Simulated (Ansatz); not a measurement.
# Au: the cost of one run

Method: DFT r2SCAN, scalar-relativistic, plane waves, PAW, in Ansatz 0.2.0.

## 1. Starting point

It takes space group Fm-3m (No. 225, cubic). The conventional cell has a = 4.080 Å, b = 4.080 Å, c = 4.080 Å, α = 90.00°, β = 90.00°, γ = 90.00°. Au (site symmetry m-3m) is surrounded by 12 Au at 2.88 Å.

Structure file:

```cif
data_structure
_symmetry_space_group_name_H-M 'P 1'
_symmetry_Int_Tables_number 1
_cell_length_a 2.8850
_cell_length_b 2.8850
_cell_length_c 2.8850
_cell_angle_alpha 60.000
_cell_angle_beta 60.000
_cell_angle_gamma 60.000
_cell_volume 16.98
loop_
_atom_site_label
_atom_site_type_symbol
_atom_site_fract_x
_atom_site_fract_y
_atom_site_fract_z
_atom_site_occupancy
Au1 Au 0.00000 0.00000 0.00000 1
```

## 2. Relaxing cell and atoms: Au, no spin

Contents of input.yaml:

```yaml
crystal:
  lattice:
    - [0.0, 2.04, 2.04]
    - [2.04, 0.0, 2.04]
    - [2.04, 2.04, 0.0]
  atoms:
    - { symbol: Au, position: [0.0, 0.0, 0.0] }
scf:
  occupations: { method: gaussian, width: 0.1 }
output:
  forces: true
  stress: true
  eigenvalues: true
  write_density: true
  write_potential: true
  elf: true
  volumetric_format: npy
kpoints:
  mp_grid: { grid: [34, 34, 34] }
hamiltonian:
  xc: r2scan
  pseudopotentials: { kind: paw, azcp: { folder: soft_1 } }
relax:
  f_tol: 0.003
  max_steps: 60
  cell: { stress_tol: 0.02 }
```

On the command line:

```bash
$ ansatz run input.yaml --threads 8 --pin off --max-ram 16384MiB --backend cpu --events-out ev --progress --plain --runs-dir out
```

**Question.** How long does this run take on 8 threads of Intel Xeon 6975P-C (Granite Rapids), shared host, and how much memory does it need?

About 14 s, with a peak of 0.75 GiB.
